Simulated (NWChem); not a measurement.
**BHO2 (oxoborinic acid) at r2SCAN/6-311+G(d,p)**

Aim: the electronic atomisation energy of BHO2 (oxoborinic acid) at r2SCAN/6-311+G**, from 4 runs. 

Program for the calculation: NWChem 7.3.0.

## Step 1: The structure to begin with

BHO2 has 4 atoms, charge 0, and is taken as a singlet. SMILES: `O=BO`. Geometry: relaxed at PBE0-D4/def2-TZVP.

Bond lengths: O1–B2 1.210 Å, B2–O3 1.322 Å, O3–H4 0.960 Å. Angles: O1–B2–O3 177.5°, B2–O3–H4 117.0°.

## Step 2: A single-point energy at r2SCAN/6-311+G(d,p) (run 1)

Contents of run.nw:

```
start run
memory 2200 mb
charge 0

geometry noautosym nocenter noautoz
   O     -1.555100     0.523500     0.428500
   B     -0.423900     0.132000     0.248600
   O      0.816700    -0.302000     0.108600
   H      1.162300    -0.353500    -0.785700
end

basis spherical bse
   * library 6-311+G**
end

dft
   xc r2scan
   grid fine
   convergence energy 1e-08
   iterations 100
   mulliken
   print low
end

task dft
```

Command:

```sh
nwchem run.nw > run.out
```

The log of the run:

```text
[...]
 d= 0,ls=0.0,diis     1   -175.8221659961 -2.30D+02  2.44D-02  1.08D+00     0.9
[...]
 d= 0,ls=0.0,diis     8   -175.9509606050  3.09D-09  7.31D-06  8.71D-07     5.3
         Total DFT energy =     -175.950960604957
      One electron energy =     -347.759076247416
           Coulomb energy =      139.383373619034
    Exchange-Corr. energy =      -21.580838463725
 Nuclear repulsion energy =       54.005580487150
[...]
      Total Density - Mulliken Population Analysis
     ---------------------------------------------
    Atom       Charge   Shell Charges
 -----------   ------   -------------------------------------------------------
    1 O    8     8.29   1.09  0.91  0.95  1.02  2.02  0.82  1.40  0.04  0.03  0.01
    2 B    5     4.63   1.13  0.85  0.53  0.63  0.85  0.32  0.03  0.01  0.02  0.25
    3 O    8     8.38   1.08  0.91  0.97  0.99  2.11  0.76  1.45  0.07  0.03  0.01
    4 H    1     0.70   0.26  0.35  0.02  0.07
[...]
```

It took 6 s on 1 thread of Intel Xeon Platinum 8488C (Sapphire Rapids), shared host; peak memory 0.11 GiB.

## Step 3: The B atom, same level (run 2)

Contents of a.nw:

```
start a
memory 2200 mb
charge 0

geometry noautosym nocenter noautoz
   B     0.000000    0.000000    0.000000
end

basis spherical bse
   * library 6-311+G**
end

dft
   xc r2scan
   mult 2
   grid fine
   convergence energy 1e-08
   maxiter 100
   mulliken
   print low
end

task dft energy
```

Run the same way, it converges to -24.63505 Eh (log not shown).

## Step 4: The H atom, same level (run 3)

Contents of mymol.nw:

```
start mymol
memory stack 880 mb heap 220 mb global 1100 mb

geometry noautosym nocenter noautoz
   H     0.000000    0.000000    0.000000
end

basis spherical bse
   * library 6-311+G**
end

dft
   xc r2scan
   mult 2
   grid fine
   convergence energy 1e-08
   maxiter 100
   mulliken
   print low
end

task dft energy
```

Run the same way, it converges to -0.49993 Eh (log not shown).

## Step 5: The O atom (run 4)

Contents of test.nw:

```
start test
title "O energy"
memory 2200 mb

geometry noautosym nocenter noautoz
  O        0.000000       0.000000       0.000000
end

basis spherical bse
  * library 6-311+G**
end

dft
  xc r2scan
  mult 3
  grid fine
  convergence energy 1e-08
  maxiter 100
  mulliken
  noprint "final vectors analysis"
end

task dft energy
```

Run the same way, it converges to -75.05155 Eh (log not shown).

## Step 6: All runs side by side

```csv
run,level,partner,energy (Eh),wall time
1,r2SCAN/6-311+G**,base,-175.950961,6 s
2,U-r2SCAN/6-311+G**,atoms,-24.635055,1.2 s
3,U-r2SCAN/6-311+G**,atoms,-0.499928,0.73 s
4,U-r2SCAN/6-311+G**,atoms,-75.051547,0.97 s
```

## Step 7: Outcome

Level: r2SCAN/6-311+G**.

| quantity | value |
| --- | --- |
| O atom: total energy | -75.05155 Eh |
| O atom: ⟨S²⟩ | 2.005 |
| electronic atomisation energy | 19.399 eV |

Taking the molecule apart into free atoms costs 19.40 eV (447 kcal/mol), before zero-point energy and without spin-orbit coupling. All runs together took 8.9 s, the longest 6 s.
